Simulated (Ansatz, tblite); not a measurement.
# C₁₂H₂₇O₃P: a ladder of methods and basis sets

The task here is to estimate one member of a computed series from the others.

Program: Ansatz 0.2.0, Gaussian basis. Level of theory: as each input shows. These are calculated values, not measurements.

The runs, in order: GFN1-xTB, GFN2-xTB, PBE-D4/def2-TZVP, r2SCAN-D4/def2-TZVP, HF/def2-TZVP, B97M-V/def2-TZVP, CAM-B3LYP-D4/def2-TZVP, PBE-D4/def2-SVP, PBE0-D4/def2-SVP, MP2/def2-TZVP, RPA/def2-TZVP.

## The geometry

The geometry is that of the singlet, from an earlier relaxation (PBE-D4/def2-SVP).

SMILES `CCCCCCCCCCCCP(=O)(O)O`, 43 atoms, charge 0, spin multiplicity 1.

Bond lengths: C1–C2 1.531 Å, C1–H17 1.109 Å, C1–H18 1.109 Å, C1–H19 1.111 Å, C2–C3 1.536 Å, C2–H20 1.113 Å, C2–H21 1.112 Å, C3–C4 1.534 Å, C3–H22 1.115 Å, C3–H23 1.111 Å, C4–C5 1.535 Å, C4–H24 1.115 Å, C4–H25 1.111 Å, C5–C6 1.534 Å, C5–H26 1.113 Å, C5–H27 1.113 Å, C6–C7 1.535 Å, C6–H28 1.113 Å and more. Angles: C2–C1–H17 112.1°, C2–C1–H18 111.4°, C2–C1–H19 111.2°, H17–C1–H18 107.1°, H17–C1–H19 107.3°, H18–C1–H19 107.4°, C1–C2–C3 114.8°, C1–C2–H20 109.5°, C1–C2–H21 109.0°, C3–C2–H20 109.0°, C3–C2–H21 108.6°, H20–C2–H21 105.5°, C2–C3–C4 114.6°, C2–C3–H22 109.3°, C2–C3–H23 108.5°, C4–C3–H22 109.1°, C4–C3–H23 109.4°, H22–C3–H23 105.6° and more.

PBE0-D4/def2-TZVP was run before; its log isn't repeated, and its numbers join the tables.

The first run:

Tight binding, by tblite at 300 K electronic temperature and without a spin-polarisation term:

```python
tblite.interface.Calculator('GFN1-xTB', numbers, positions, charge=0, uhf=0).singlepoint()
```

Tight binding, by tblite at 300 K electronic temperature and without a spin-polarisation term:

```python
tblite.interface.Calculator('GFN2-xTB', numbers, positions, charge=0, uhf=0).singlepoint()
```

start.molden holds the orbitals of an earlier run on this state, given as this run's starting guess.

Contents of in.yaml:

```yaml
crystal:
  periodic: [false, false, false]
  atoms:
    - {symbol: C, position_ang: [-6.957608, 0.385001, -0.530623]}
    - {symbol: C, position_ang: [-6.197948, -0.940858, -0.435914]}
    - {symbol: C, position_ang: [-4.720502, -0.808699, -0.036473]}
    - {symbol: C, position_ang: [-3.843937, -0.082785, -1.064775]}
    - {symbol: C, position_ang: [-2.369839, 0.061353, -0.660735]}
    - {symbol: C, position_ang: [-1.604751, -1.263592, -0.545621]}
    - {symbol: C, position_ang: [-0.097167, -1.110654, -0.301947]}
    - {symbol: C, position_ang: [0.269096, -0.463086, 1.039908]}
    - {symbol: C, position_ang: [1.771113, -0.454221, 1.353815]}
    - {symbol: C, position_ang: [2.620114, 0.396056, 0.402696]}
    - {symbol: C, position_ang: [4.102861, 0.421573, 0.782135]}
    - {symbol: C, position_ang: [4.955170, 1.264254, -0.172480]}
    - {symbol: P, position_ang: [6.695833, 1.334602, 0.321702]}
    - {symbol: O, position_ang: [7.054356, 1.865955, 1.681522]}
    - {symbol: O, position_ang: [7.161224, -0.227333, 0.075662]}
    - {symbol: O, position_ang: [7.364668, 2.185039, -0.919947]}
    - {symbol: H, position_ang: [-6.541409, 1.050410, -1.314586]}
    - {symbol: H, position_ang: [-8.027045, 0.222616, -0.774735]}
    - {symbol: H, position_ang: [-6.916053, 0.940879, 0.430098]}
    - {symbol: H, position_ang: [-6.263343, -1.477185, -1.409493]}
    - {symbol: H, position_ang: [-6.707703, -1.598500, 0.301225]}
    - {symbol: H, position_ang: [-4.649830, -0.277929, 0.941291]}
    - {symbol: H, position_ang: [-4.310983, -1.825808, 0.144351]}
    - {symbol: H, position_ang: [-3.907208, -0.619931, -2.039364]}
    - {symbol: H, position_ang: [-4.258914, 0.930726, -1.253188]}
    - {symbol: H, position_ang: [-1.852941, 0.704489, -1.407862]}
    - {symbol: H, position_ang: [-2.313013, 0.615963, 0.302423]}
    - {symbol: H, position_ang: [-2.040037, -1.882946, 0.270054]}
    - {symbol: H, position_ang: [-1.761000, -1.845630, -1.481320]}
    - {symbol: H, position_ang: [0.380430, -2.114695, -0.353122]}
    - {symbol: H, position_ang: [0.344914, -0.524164, -1.138285]}
    - {symbol: H, position_ang: [-0.264260, -1.004433, 1.852838]}
    - {symbol: H, position_ang: [-0.113568, 0.581243, 1.073662]}
    - {symbol: H, position_ang: [2.155274, -1.499896, 1.347618]}
    - {symbol: H, position_ang: [1.923030, -0.085449, 2.392199]}
    - {symbol: H, position_ang: [2.223878, 1.437095, 0.385623]}
    - {symbol: H, position_ang: [2.519985, 0.019068, -0.639041]}
    - {symbol: H, position_ang: [4.504074, -0.614610, 0.801899]}
    - {symbol: H, position_ang: [4.223911, 0.815800, 1.814598]}
    - {symbol: H, position_ang: [4.603982, 2.317217, -0.209129]}
    - {symbol: H, position_ang: [4.917364, 0.875832, -1.212504]}
    - {symbol: H, position_ang: [7.851147, -0.445941, 0.733384]}
    - {symbol: H, position_ang: [8.076635, 2.743173, -0.547562]}
basis:
  gaussian: {orbitals: def2-TZVP, fitting: {mean_field: def2-universal-jkfit}, initial_orbitals: start.molden}
hamiltonian: {xc: pbe, dispersion: d4}
scf: {omitted_lower_state_checks: [starts]}
output: {forces: true, orbitals: {seedname: orbitals}}
```

The run is started by

```sh
ansatz run in.yaml --threads 2 --pin off --events-out ev --progress --plain --max-ram 32768MiB --backend cuda --devices 0, --max-vram 18GiB
```

Steps of the session up to this table: PBE-D4/def2-TZVP; r2SCAN-D4/def2-TZVP; HF/def2-TZVP; B97M-V/def2-TZVP; CAM-B3LYP-D4/def2-TZVP; PBE-D4/def2-SVP; PBE0-D4/def2-SVP; MP2/def2-TZVP; RPA/def2-TZVP.

One of the session's tables, all rows but one given; the rest of the session is left out.

It belongs to the step «Binding energy». 

| level | binding an atom (eV) |
| --- | --- |
| HF/def2-TZVP | 3.098 |
| PBE-D4/def2-SVP | ? |
| PBE-D4/def2-TZVP | 4.281 |
| r2SCAN-D4/def2-TZVP | 4.204 |
| B97M-V/def2-TZVP | 4.192 |
| PBE0-D4/def2-SVP | 4.241 |
| PBE0-D4/def2-TZVP | 4.218 |
| CAM-B3LYP-D4/def2-TZVP | 4.211 |
| MP2/def2-TZVP | 4.109 |

Estimate the missing values for PBE-D4/def2-SVP.

The run gave: binding an atom (eV): 4.302. In the column «binding an atom (eV)» it is the highest.

Limits of these values: Free atoms were run apart at each level; binding is atoms less cluster, divided by the number of atoms, without zero-point or spin-orbit terms.
